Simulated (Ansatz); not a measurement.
**AlCr2C: properties at the relaxed cell**

One table from this session's results is given with a row withheld; the runs are named, their logs left out.

Method: DFT PBE, scalar-relativistic, plane waves, PAW, in Ansatz 0.2.0.

1 further run of the same task is left out (set aside as unsound or not needed).

### Starting point

Symmetry: P6_3/mmc, No. 194, hexagonal system. The conventional cell has a = 2.841 Å, b = 2.841 Å, c = 12.699 Å, α = 90.00°, β = 90.00°, γ = 120.00°. Al (site symmetry -6m2) is surrounded by 6 Cr at 2.67 Å and 6 Al at 2.84 Å. Around Cr (site symmetry 3m) lie 3 C at 1.96 Å. C (site symmetry -3m) has 6 Cr at 1.96 Å as nearest neighbours.

Structure file:

```cif
data_structure
_symmetry_space_group_name_H-M 'P 1'
_symmetry_Int_Tables_number 1
_cell_length_a 2.8413
_cell_length_b 2.8413
_cell_length_c 12.6988
_cell_angle_alpha 90.000
_cell_angle_beta 90.000
_cell_angle_gamma 120.000
_cell_volume 88.78
loop_
_atom_site_label
_atom_site_type_symbol
_atom_site_fract_x
_atom_site_fract_y
_atom_site_fract_z
_atom_site_occupancy
Al1 Al 0.66667 0.33333 0.25000 1
Al2 Al 0.33333 0.66667 0.75000 1
Cr1 Cr 0.33333 0.66667 0.41578 1
Cr2 Cr 0.66667 0.33333 0.91578 1
Cr3 Cr 0.66667 0.33333 0.58422 1
Cr4 Cr 0.33333 0.66667 0.08422 1
C1 C 0.00000 0.00000 0.50000 1
C2 C 0.00000 0.00000 0.00000 1
```

It goes back to an entry of the Materials Project, which need not be the stable form.

It is the result of an earlier relaxation at this level (volume 11.10 Å³/atom; gap on the mesh: none (metal)).

The first run:

input.yaml reads:

```yaml
crystal:
  lattice:
    - [2.84131765, 0.0, 0.0]
    - [-1.420658825, 2.4606532651, 0.0]
    - [0.0, 0.0, 12.6988000039]
  atoms:
    - { symbol: Al, position: [0.6666666667, 0.3333333333, 0.25] }
    - { symbol: Al, position: [0.3333333333, 0.6666666667, 0.75] }
    - { symbol: Cr, position: [0.3333333333, 0.6666666667, 0.4157760843] }
    - { symbol: Cr, position: [0.6666666667, 0.3333333333, 0.9157760843] }
    - { symbol: Cr, position: [0.6666666667, 0.3333333333, 0.5842239157] }
    - { symbol: Cr, position: [0.3333333333, 0.6666666667, 0.0842239157] }
    - { symbol: C, position: [0.0, 0.0, 0.5] }
    - { symbol: C, position: [0.0, 0.0, 0.0] }
basis:
  ecutwfc: 420
kpoints:
  mp_grid: { grid: [15, 15, 4] }
hamiltonian:
  xc: pbesol
scf:
  occupations: { method: gaussian, width: 0.1 }
output:
  forces: true
  stress: true
  eigenvalues: true
relax:
  adjacent_minimum: "off"
  f_tol: 0.005
  max_steps: 50
  cell: { stress_tol: 0.05 }
```

Started as:

```bash
ansatz run input.yaml --threads 2 --pin off --max-ram 5120MiB --backend cpu --events-out ev --progress --plain --runs-dir out
```

Steps of the session up to this table: Relaxing with PBEsol; The cell under PBE+D3(BJ); The cell under LDA; The cell under r2SCAN.

One table of the session follows, with a row left open; its other results are not shown here.

It belongs to the step «Relaxed cells side by side». 

```
functional  a (Å)  b (Å)   c (Å)  volume (Å³/atom)
       PBE  2.841  2.841  12.699             11.10
    PBEsol  2.813  2.813  12.593             10.79
PBE+D3(BJ)  2.813  2.813  12.582             10.78
       LDA  2.792  2.792  12.471             10.52
    r2SCAN      ?      ?       ?                 ?
```

Estimate the missing values for r2SCAN.

The run gave: a (Å): 2.823; b (Å): 2.823; c (Å): 12.630; volume (Å³/atom): 10.90. In the column «a (Å)» it lies between PBE+D3(BJ) (2.813) and PBE (2.841).

The final runs have no spin polarisation, so no magnetic state was tried and one may lie lower.
